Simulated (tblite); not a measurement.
# C5H13Ge2N: the cost of one run

Computed with tblite 0.8.0 and PySCF 2.14.0, with density-fitted response routines of our own, on a single molecule in the gas phase. Atoms are numbered from 0 throughout.

### 1 The molecule as given

21 atoms, charge 0, multiplicity 1; geometry from: force field or distance geometry start.

Bonds of the start (Å): C0–C1 1.34, C1–Ge2 1.93, Ge2–N3 1.87, N3–Ge4 1.85, Ge4–C5 1.93, C5–C6 1.33, C5–C7 1.50, C0–H8 1.09, C0–H9 1.07, C1–H10 1.08, Ge2–H11 1.56, Ge2–H12 1.55, N3–H13 1.05, Ge4–H14 1.55, Ge4–H15 1.55, C6–H16 1.09, C6–H17 1.08, C7–H18 1.11, C7–H19 1.11, C7–H20 1.11.

### 2 Geometry optimisation with GFN2-xTB

What the job is given:

```
{"job": {"kind": "relax", "xc": "GFN2-xTB", "basis": "xTB"}, "charge": 0, "multiplicity": 1}
C      3.327100     1.215500     0.501200
C      2.588500     0.232700    -0.025000
Ge     1.241400    -0.644900     1.033900
N      0.381400    -1.947500     0.004000
Ge    -0.574400    -1.089500    -1.328500
C     -1.970300    -0.005300    -0.558200
C     -2.920100    -0.581200     0.173500
C     -1.954100     1.485500    -0.758700
H      3.160700     1.548800     1.523200
H      4.078400     1.701700    -0.092500
H      2.762700    -0.095800    -1.038600
H      0.193100     0.404100     1.513400
H      1.886800    -1.299600     2.277900
H      1.138100    -2.508300    -0.459300
H     -1.220000    -2.136400    -2.266400
H      0.381400    -0.198500    -2.158800
H     -2.921700    -1.655100     0.337100
H     -3.711600     0.002700     0.629900
H     -2.894400     1.796000    -1.270900
H     -1.088400     1.788400    -1.378800
H     -1.893600     2.003700     0.222000
```

Command:

```bash
> OMP_NUM_THREADS=1 python probes_run.py task.json out
```

This one command runs all jobs of the session in turn.

Q: Estimate the wall time and peak memory of this first job on 1 thread of Arm Neoverse V1, shared host.

About 2 s, with a peak of 0.18 GiB.
